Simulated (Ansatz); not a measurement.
BiTe under changes of volume

One of the cells (33.725 Å³/atom); the others are scaled copies at fixed shape and fractional positions:

```
Bi Te
1.0
     2.42271    1.39875    3.31729
    -2.42271    1.39875    3.31729
     0.00000   -2.79750    3.31729
Bi Te
1 1
Direct
  0.50000 0.50000 0.50000
  0.00000 0.00000 0.00000
```

The cell comes from a database or a generator and needn't be the stable form of this composition.

- Program: Ansatz 0.2.0
- Functional: PBE
- Potentials or basis: PseudoDojo stringent (PBE files)
- Cutoff: 1450 eV
- Density cutoff: 5800 eV
- k mesh: 7 × 7 × 7
- Occupations: fermi-dirac, width 0.05 eV
- Spin: no spin polarisation

| volume (Å³/atom) | energy over the lowest point (meV/atom) | pressure (GPa) |
| --- | --- | --- |
| 31.701 | 22.78 | 3.6 |
| 32.376 | 10.26 | 2.3 |
| 33.050 | ? | ? |
| 33.725 | 0.00 | 0.2 |
| 34.399 | 1.26 | -0.8 |
| 35.074 | 6.18 | -1.6 |
| 35.748 | 14.40 | -2.3 |

Problem. What does the run at 33.050 Å³/atom give?

Solution. Energy over the lowest point 2.84 meV/atom; pressure 1.2 GPa.

Worked out: A Birch-Murnaghan fit of order 3 (a polynomial in V^(-2/3)) to the other rows has its minimum at 33.84 Å³/atom with B0 = V·E''(V) = 48 GPa and B' = 4.5 at fixed shape and positions, which overstates the stiffness. It gives 2.85 meV/atom at 33.050 Å³/atom, against the run's 2.84, and -dE/dV = 1.2 GPa, against 1.2.

Energies are extrapolated to zero smearing.
